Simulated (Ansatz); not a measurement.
# BLYP/STO-3G run of CH2AlN (SMILES [H][Al]([H])[C]#N)

What is the electronic atomisation energy of CH2AlN at BLYP/STO-3G? 

Program for the calculation: Ansatz 0.2.0.

## 1. The molecule

The species is CH2AlN (5 atoms), meant as a singlet with charge 0. As SMILES, `[H][Al]([H])[C]#N`. The shape comes from GFN2-xTB, which is rough for such elements, and wasn't checked as a minimum.

Bond lengths: Al1–C4 1.977 Å, C4–N5 1.154 Å, Al1–H2 1.545 Å, Al1–H3 1.546 Å. Angles: Al1–C4–N5 179.7°, H2–Al1–C4 120.1°, H3–Al1–C4 120.4°, H2–Al1–H3 119.5°.

## 2. The energy at BLYP/STO-3G

The input, molecule.yaml:

```yaml
crystal:
  periodic: [false, false, false]
  atoms:
    - symbol: Al
      position_ang: [0.353320, 0.616070, 0.007940]
    - symbol: H
      position_ang: [1.897570, 0.618400, 0.058740]
    - symbol: H
      position_ang: [-0.410240, 1.959830, -0.023840]
    - symbol: C
      position_ang: [-0.634730, -1.095760, -0.014750]
    - symbol: "N"
      position_ang: [-1.205910, -2.098530, -0.028080]
basis:
  gaussian:
    orbitals: STO-3G
total_charge: 0
hamiltonian:
  xc: {name: BLYP}
accuracy: high
```

The run is started by

```sh
$ ansatz run molecule.yaml --threads 1 --pin off --max-ram 2610MiB --events-out events.jsonl --progress --plain --runs-dir runs
```

Standard output:

```text
Warning: RAYON_NUM_THREADS=1 ignored (pool sized by the plan → 1); use --threads N
Functional definition: BLYP
  name "BLYP"
  parameter beta = 0.0042
  parameter a = 0.04918
  parameter b = 0.132
  parameter c = 0.2533
  parameter d = 0.349
  exchange = b88_x(beta = beta)
  correlation = lyp_c(a = a, b = b, c = c, d = d)
373 factors; integrals over basis functions are off by at most 2.4e-9 eV
mean field evaluation 1: about -9038.5309 eV, gradient 3.4e1 eV
mean field evaluation 2: about -9024.4219 eV, gradient 7.8e1 eV
mean field evaluation 4: about -9041.9383 eV, gradient 1.4e0 eV
mean field evaluation 8: about -9041.8540 eV, gradient 7.9e-3 eV
mean field evaluation 16: about -9041.8540 eV, gradient 4.0e-8 eV
mean field -9041.85404071 eV, -332.2820072073 hartree, gradient 5.0e-9 eV, S^2 0.000000; 0 other end points of the search recorded, 0 dependent functions left out
reference -9041.85407713 eV, -332.2820085458 hartree; 14, 14 occupied and 7, 7 virtual orbitals, 373 factors
Total energy: -9041.85407713 eV, -332.2820085458 hartree
```

Wall time 1.1 s (1 thread of Arm Neoverse V1, shared host); peak memory 0.096 GiB.

## 3. The Al atom, same level

The input, in.yaml:

```yaml
crystal:
  periodic: [false, false, false]
  atoms:
    - {symbol: Al, position_ang: [0.000000, 0.000000, 0.000000]}
basis:
  gaussian:
    orbitals: STO-3G
magnetization:
  spin_polarized: true
  initial_magnetization: 1
hamiltonian:
  xc: {name: BLYP}
accuracy: high
```

The run is started by

```sh
$ ansatz run in.yaml --threads 1 --pin off --max-ram 2610MiB --events-out events.jsonl --progress --plain --runs-dir runs
```

Standard output (excerpt; [...] marks lines left out):

```text
Warning: RAYON_NUM_THREADS=1 ignored (pool sized by the plan → 1); use --threads N
[... 9 set-up lines as earlier in the session ...]
42 factors; integrals over basis functions are off by at most 1.7e-9 eV
mean field evaluation 1: about -6511.5280 eV, gradient 1.6e0 eV
mean field evaluation 2: about -6511.5361 eV, gradient 4.2e-1 eV
mean field evaluation 4: about -6511.5360 eV, gradient 1.7e-3 eV
mean field evaluation 8: about -6511.5357 eV, gradient 3.1e-1 eV
mean field evaluation 16: about -6511.5360 eV, gradient 2.9e-4 eV
mean field -6511.53599146 eV, -239.2945340085 hartree, gradient 3.1e-8 eV, S^2 0.750000; 1 other end points of the search recorded, 0 dependent functions left out
reference -6511.53602005 eV, -239.2945350593 hartree; 7, 6 occupied and 2, 3 virtual orbitals, 42 factors
Total energy: -6511.53602005 eV, -239.2945350593 hartree
```

It took 0.46 s on 1 thread of Arm Neoverse V1, shared host.

## 4. The C atom at the same level

The input, in.yaml:

```yaml
crystal:
  periodic: [false, false, false]
  atoms:
    - {symbol: C, position_ang: [0.000000, 0.000000, 0.000000]}
basis:
  gaussian:
    orbitals: STO-3G
magnetization:
  spin_polarized: true
  initial_magnetization: 2
hamiltonian:
  xc: {name: BLYP}
accuracy: high
```

Run the same way, it converges to -37.33296 Eh (log not shown).

## 5. The H atom, same level

The input, input.yaml:

```yaml
crystal:
  periodic: [false, false, false]
  atoms:
    - {symbol: H, position_ang: [0.000000, 0.000000, 0.000000]}
basis:
  gaussian: {orbitals: STO-3G}
magnetization: {spin_polarized: true, initial_magnetization: 1}
hamiltonian: {xc: {name: BLYP}}
accuracy: high
```

Run the same way, it converges to -0.46274 Eh (log not shown).

## 6. The N atom, same level

The input, run.yaml:

```yaml
crystal:
  periodic: [false, false, false]
  atoms:
    - {symbol: N, position_ang: [0.000000, 0.000000, 0.000000]}
basis:
  gaussian:
    orbitals: STO-3G
magnetization:
  spin_polarized: true
  initial_magnetization: 3
hamiltonian:
  xc: {name: BLYP}
accuracy: high
```

The run is started by

```sh
$ ansatz run run.yaml --threads 1 --pin off --max-ram 2610MiB --events-out events.jsonl --progress --plain --runs-dir runs
```

Standard output (excerpt; [...] marks lines left out):

```text
Warning: RAYON_NUM_THREADS=1 ignored (pool sized by the plan → 1); use --threads N
[... 9 set-up lines as earlier in the session ...]
15 factors; integrals over basis functions are off by at most 1.1e-9 eV
mean field evaluation 1: about -1465.6192 eV, gradient 1.8e-9 eV
mean field evaluation 2: about -1465.6191 eV, gradient 4.5e-10 eV
mean field -1465.61914257 eV, -53.8605100572 hartree, gradient 0.0e0 eV, S^2 3.750000; 0 other end points of the search recorded, 0 dependent functions left out
reference -1465.61916155 eV, -53.8605107546 hartree; 5, 2 occupied and 0, 3 virtual orbitals, 15 factors
Total energy: -1465.61916155 eV, -53.8605107546 hartree
```

Wall time 0.16 s (1 thread of Arm Neoverse V1, shared host).

## 7. Summary of results

Level: BLYP/STO-3G.

| quantity | value |
| --- | --- |
| molecule: total energy | -332.28201 Eh |
| Al atom: total energy | -239.29454 Eh |
| Al atom: ⟨S²⟩ | 0.750 |
| C atom: total energy | -37.33296 Eh |
| C atom: ⟨S²⟩ | 2.000 |
| H atom: total energy | -0.46274 Eh |
| H atom: ⟨S²⟩ | 0.750 |
| N atom: total energy | -53.86051 Eh |
| N atom: ⟨S²⟩ | 3.750 |
| electronic atomisation energy | 23.634 eV |

Taking the molecule apart into free atoms costs 23.63 eV (2280 kJ/mol), before zero-point energy and without spin-orbit coupling. In a minimal basis such a difference can be off by several eV, whatever the method.
